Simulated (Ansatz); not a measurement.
# C₂H₂N₂Sn: small, medium and large basis sets

The task here is to estimate one member of a computed series from the others.

Method: one geometry, several basis sets; program: Ansatz 0.2.0, Gaussian basis.

Plan: PBE0-D4/def2-SVP; ωB97M-V/def2-SVP; PBE0-D4/def2-QZVPP; ωB97M-V/def2-QZVPP; the functionals' def2-TZVPP values are taken from earlier runs.

### The relaxed structure

An earlier PBE0-D4 in a triple-zeta def2 set relaxation fixed the geometry. Sn takes the def2 core potential; no spin-orbit term is included.

SMILES `N#[C][SnH2][C]#N`, 7 atoms, charge 0, spin multiplicity 1.

Atoms are counted from 1 here; the program's logs count them from 0.

Bond lengths: N1–C2 1.152 Å, C2–Sn3 2.099 Å, Sn3–C4 2.099 Å, Sn3–H6 1.688 Å, Sn3–H7 1.688 Å, C4–N5 1.152 Å. Angles: N1–C2–Sn3 178.2°, C2–Sn3–C4 104.7°, C2–Sn3–H6 108.7°, C2–Sn3–H7 108.6°, C4–Sn3–H6 108.6°, C4–Sn3–H7 108.6°, H6–Sn3–H7 116.9°, Sn3–C4–N5 178.1°.

As a file:

```xyz
7

N     1.15511    2.51350   -0.84274
C     0.59594    1.52147   -0.67113
Sn   -0.45320   -0.27812   -0.41624
C     0.25718   -1.05439    1.39950
N     0.62360   -1.50972    2.39180
H    -2.09520    0.07365   -0.24677
H    -0.02224   -1.33439   -1.66011
```

Set-up of the first run:

File in.yaml:

```yaml
crystal:
  periodic: [false, false, false]
  atoms:
    - {symbol: N, position_ang: [1.155110, 2.513501, -0.842738]}
    - {symbol: C, position_ang: [0.595940, 1.521470, -0.671131]}
    - {symbol: Sn, position_ang: [-0.453198, -0.278118, -0.416244]}
    - {symbol: C, position_ang: [0.257184, -1.054390, 1.399500]}
    - {symbol: N, position_ang: [0.623604, -1.509724, 2.391797]}
    - {symbol: H, position_ang: [-2.095199, 0.073649, -0.246772]}
    - {symbol: H, position_ang: [-0.022241, -1.334388, -1.660110]}
basis:
  gaussian: {orbitals: def2-SVP}
hamiltonian: {xc: pbe0, dispersion: d4}
output: {orbitals: {seedname: orbitals}}
```

Steps of the session up to this table: PBE0-D4 in def2-SVP; ωB97M-V in def2-SVP; PBE0-D4 in def2-QZVPP; ωB97M-V in def2-QZVPP.

One table of the session follows, with a row left open; its other results are not shown here.

It belongs to the step «Functionals by basis». 

| functional | basis | HOMO (eV) |
| --- | --- | --- |
| PBE0-D4 | def2-SVP | -9.96 |
| PBE0-D4 | def2-TZVPP | -10.05 |
| PBE0-D4 | def2-QZVPP | -10.07 |
| ωB97M-V | def2-SVP | -12.17 |
| ωB97M-V | def2-TZVPP | -12.31 |
| ωB97M-V | def2-QZVPP | ? |

**Question.** Estimate the row for ωB97M-V, def2-QZVPP.

**Answer.** HOMO (eV): -12.32. In the column «HOMO (eV)» it is the lowest.
